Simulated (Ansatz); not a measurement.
# C6H12Cl4Si4 ((ClSi)4CH26 adamantane): the cost of one run

The runs use Ansatz 0.2.0, Gaussian basis; RKS PBE0-D4/def2-SVP.

The runs, in order: relaxation at PBE-D4/def2-SVP; a single point at PBE0-D4/def2-SVP.

6 further runs of the same task are left out: 4 that didn't finish, 2 set aside as unsound or not needed. Runs told in other sessions of the task aren't counted.

## Step 1: The system as given

26 atoms, charge 0, spin multiplicity 1.

Atoms are counted from 1 here; the program's logs count them from 0.

Bond lengths: Si1–Cl2 2.037 Å, Si1–C3 1.902 Å, Si1–C9 1.903 Å, Si1–C13 1.902 Å, C3–Si4 1.902 Å, C3–H15 1.088 Å, C3–H16 1.089 Å, Si4–Cl5 2.037 Å, Si4–C6 1.902 Å, Si4–C14 1.902 Å, C6–Si7 1.903 Å, C6–H17 1.089 Å, C6–H18 1.088 Å, Si7–Cl8 2.037 Å, Si7–C9 1.902 Å, Si7–C10 1.902 Å, C9–H19 1.089 Å, C9–H20 1.088 Å and more. Angles: Cl2–Si1–C3 110.4°, Cl2–Si1–C9 110.4°, Cl2–Si1–C13 110.3°, C3–Si1–C9 108.5°, C3–Si1–C13 108.6°, C9–Si1–C13 108.6°, Si1–C3–Si4 111.2°, Si1–C3–H15 109.9°, Si1–C3–H16 109.9°, Si4–C3–H15 109.9°, Si4–C3–H16 109.9°, H15–C3–H16 105.9°, C3–Si4–Cl5 110.3°, C3–Si4–C6 108.6°, C3–Si4–C14 108.5°, Cl5–Si4–C6 110.3°, Cl5–Si4–C14 110.4°, C6–Si4–C14 108.6° and more.

Geometry (Å):

```xyz
26
C6H12Cl4Si4
Si    0.2206   -0.6737    1.7873
Cl    0.4544   -1.3861    3.6808
C    -0.5497   -2.0059    0.6688
Si   -0.7785   -1.3654   -1.1078
Cl   -1.6019   -2.8119   -2.2815
C     0.9194   -0.8467   -1.7909
Si    1.7140    0.5038   -0.7119
Cl    3.5291    1.0375   -1.4662
C     1.9041   -0.1713    1.0564
C     0.5485    2.0066   -0.6680
Si   -1.1566    1.5363    0.0322
Cl   -2.3826    3.1622    0.0650
C    -0.9179    0.8501    1.7903
C    -1.9041    0.1669   -1.0564
H     0.0789   -2.8944    0.6647
H    -1.5093   -2.3205    1.0751
H     0.8127   -0.4884   -2.8132
H     1.5773   -1.7121   -1.8448
H     2.5760   -1.0278    1.0545
H     2.3754    0.5767    1.6911
H     0.4374    2.4180   -1.6696
H     0.9895    2.7996   -0.0667
H    -0.5007    1.6217    2.4350
H    -1.8832    0.5909    2.2212
H    -2.8876   -0.1086   -0.6801
H    -2.0650    0.5425   -2.0654
```

The start is a GFN2-xTB geometry.

## Step 2: Relaxation at PBE-D4/def2-SVP

in.yaml

```yaml
crystal:
  periodic: [false, false, false]
  atoms:
    - {symbol: Si, position_ang: [0.220640, -0.673730, 1.787250]}
    - {symbol: Cl, position_ang: [0.454400, -1.386150, 3.680850]}
    - {symbol: C, position_ang: [-0.549660, -2.005860, 0.668830]}
    - {symbol: Si, position_ang: [-0.778540, -1.365430, -1.107820]}
    - {symbol: Cl, position_ang: [-1.601860, -2.811950, -2.281510]}
    - {symbol: C, position_ang: [0.919350, -0.846690, -1.790850]}
    - {symbol: Si, position_ang: [1.714010, 0.503840, -0.711900]}
    - {symbol: Cl, position_ang: [3.529070, 1.037480, -1.466160]}
    - {symbol: C, position_ang: [1.904100, -0.171280, 1.056360]}
    - {symbol: C, position_ang: [0.548470, 2.006630, -0.668000]}
    - {symbol: Si, position_ang: [-1.156570, 1.536260, 0.032160]}
    - {symbol: Cl, position_ang: [-2.382650, 3.162180, 0.065040]}
    - {symbol: C, position_ang: [-0.917930, 0.850150, 1.790300]}
    - {symbol: C, position_ang: [-1.904140, 0.166920, -1.056410]}
    - {symbol: H, position_ang: [0.078880, -2.894410, 0.664670]}
    - {symbol: H, position_ang: [-1.509300, -2.320490, 1.075100]}
    - {symbol: H, position_ang: [0.812730, -0.488420, -2.813160]}
    - {symbol: H, position_ang: [1.577290, -1.712100, -1.844800]}
    - {symbol: H, position_ang: [2.575990, -1.027820, 1.054540]}
    - {symbol: H, position_ang: [2.375380, 0.576680, 1.691140]}
    - {symbol: H, position_ang: [0.437360, 2.418010, -1.669600]}
    - {symbol: H, position_ang: [0.989460, 2.799640, -0.066700]}
    - {symbol: H, position_ang: [-0.500680, 1.621720, 2.435000]}
    - {symbol: H, position_ang: [-1.883240, 0.590890, 2.221170]}
    - {symbol: H, position_ang: [-2.887610, -0.108570, -0.680110]}
    - {symbol: H, position_ang: [-2.064960, 0.542490, -2.065400]}
basis:
  gaussian: {orbitals: def2-SVP}
hamiltonian: {xc: pbe, dispersion: d4}
scf: {lower_state_search: "off"}
output: {orbitals: {seedname: orbitals}}
relax: {f_tol: 0.03, max_steps: 70}
```

Command:

```
$ ansatz run in.yaml --threads 4 --pin off --events-out ev --progress --plain --max-ram 6963MiB
```

What time and memory should one allow on 4 threads of AMD EPYC 7R43, shared host?

About 22 s, with a peak of 0.78 GiB.
